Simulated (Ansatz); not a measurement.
# PbIF: the cost of one run

Computed with Ansatz 0.2.0 (DFT PBEsol, scalar-relativistic, plane waves, PAW, unless a step's input says otherwise).

### 1 The starting structure

The structure is tetragonal, space group P4/nmm (No. 129). The conventional cell has a = 4.237 Å, b = 4.237 Å, c = 8.800 Å, α = 90.00°, β = 90.00°, γ = 90.00°. Pb (site symmetry 4mm) has 4 F at 2.56 Å and 4 I at 3.36 Å as nearest neighbours. Around I (site symmetry 4mm) lie 4 Pb at 3.36 Å. F (site symmetry -4m2) is surrounded by 4 Pb at 2.56 Å.

Structure file:

```
Pb I F
1.0
     4.23740    0.00000    0.00000
     0.00000    4.23740    0.00000
     0.00000    0.00000    8.80000
Pb I F
2 2 2
Direct
  0.50000 0.00000 0.16392
  0.00000 0.50000 0.83608
  0.50000 0.00000 0.66297
  0.00000 0.50000 0.33703
  0.00000 0.00000 0.00000
  0.50000 0.50000 0.00000
```

The structure comes from the Crystallography Open Database.

### 2 Probe: one point at the start

input.yaml

```yaml
crystal:
  lattice:
    - [4.2374, 0.0, 0.0]
    - [0.0, 4.2374, 0.0]
    - [0.0, 0.0, 8.8]
  atoms:
    - { symbol: Pb, position: [0.5, 0.0, 0.16392] }
    - { symbol: Pb, position: [0.0, 0.5, 0.83608] }
    - { symbol: I, position: [0.5, 0.0, 0.66297] }
    - { symbol: I, position: [0.0, 0.5, 0.33703] }
    - { symbol: F, position: [0.0, 0.0, 0.0] }
    - { symbol: F, position: [0.5, 0.5, 0.0] }
basis:
  ecutwfc: 420
kpoints:
  mp_grid: { grid: [4, 4, 2] }
hamiltonian:
  xc: pbesol
scf:
  occupations: { method: gaussian, width: 0.1 }
output:
  forces: true
  stress: true
  eigenvalues: true
```

Launch:

```sh
$ ansatz run input.yaml --threads 4 --pin off --max-ram 5120MiB --backend cpu --events-out ev --progress --plain --runs-dir out
```

Q: Estimate wall time and peak memory on 4 threads of Arm Neoverse N1, shared host.

About 3.3 s, with a peak of 0.58 GiB.
